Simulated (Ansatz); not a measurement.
Predict the output of the script below (Ansatz 0.2.0, Python API).

`mg6crcu.py`:
```python
"""D3 and D4 corrections for Mg6CrCu against volume."""

import ansatz as az
import numpy as np

VECTORS = np.array([
    [4.90702, 0.0, 0.0],
    [0.0, 3.06559, 5.2656],
    [0.0, -3.06559, 5.2656],
])
SITES = [
    ("Mg", (0.5, 0.3319, 0.83503), 0.0),
    ("Mg", (0.5, 0.83503, 0.3319), 0.0),
    ("Mg", (0.0, 0.16213, 0.66389), 0.0),
    ("Mg", (0.0, 0.66389, 0.16213), 0.0),
    ("Mg", (0.0, 0.67069, 0.67069), 0.0),
    ("Mg", (0.0, 0.17002, 0.17002), 0.0),
    ("Cr", (0.5, 0.33289, 0.33289), 2.1),
    ("Cu", (0.5, 0.83345, 0.83345), 0.0),
]


def crystal_on(cell):
    crystal = az.Crystal(lattice=az.Lattice.of(cell))
    for symbol, position, moment in SITES:
        crystal = crystal.atom(symbol, position, moment=moment or None)
    return crystal


def main() -> None:
    atoms = [(site[0], site[1]) for site in SITES]
    print("dispersion energy and pressure at linear scale factors", (0.97, 1.0, 1.03, 1.06))
    for functional in (az.Functional.RPBE, az.Functional.HSE06):
        for method in ("d3bj", "d4"):
            damping = az.dispersion_damping(method=method, xc=functional)
            line = []
            for scale in (0.97, 1.0, 1.03, 1.06):
                term = az.pairwise_dispersion(vectors=(VECTORS * scale).tolist(), atoms=atoms, damping=damping, periodic=(True, True, True))
                line.append(f"{term.energy_ev / len(atoms):.4f} eV/atom, {np.trace(term.stress_gpa) / 3:.2f} GPa")
            print(functional.value, method, "|", " | ".join(line))
    print("charges of the D4 model in the last cell:", np.round(term.partial_charges_e, 3))


if __name__ == "__main__":
    main()
```

```console
$ python mg6crcu.py
dispersion energy and pressure at linear scale factors (0.97, 1.0, 1.03, 1.06)
rpbe d3bj | -1.7547 eV/atom, -20.28 GPa | -1.5506 eV/atom, -17.62 GPa | -1.4881 eV/atom, -16.58 GPa | -1.3017 eV/atom, -14.17 GPa
rpbe d4 | -0.2742 eV/atom, -2.24 GPa | -0.2797 eV/atom, -2.11 GPa | -0.3568 eV/atom, -2.37 GPa | -0.3856 eV/atom, -2.41 GPa
hse06 d3bj | -0.4446 eV/atom, -4.14 GPa | -0.4040 eV/atom, -3.43 GPa | -0.4017 eV/atom, -3.10 GPa | -0.3674 eV/atom, -2.57 GPa
hse06 d4 | -0.1321 eV/atom, -1.16 GPa | -0.1342 eV/atom, -1.09 GPa | -0.1694 eV/atom, -1.21 GPa | -0.1822 eV/atom, -1.20 GPa
charges of the D4 model in the last cell: [ 0.158  0.158  0.162  0.162  0.118  0.097 -0.345 -0.509]
```

The structure comes from a database and needn't be a stable phase.
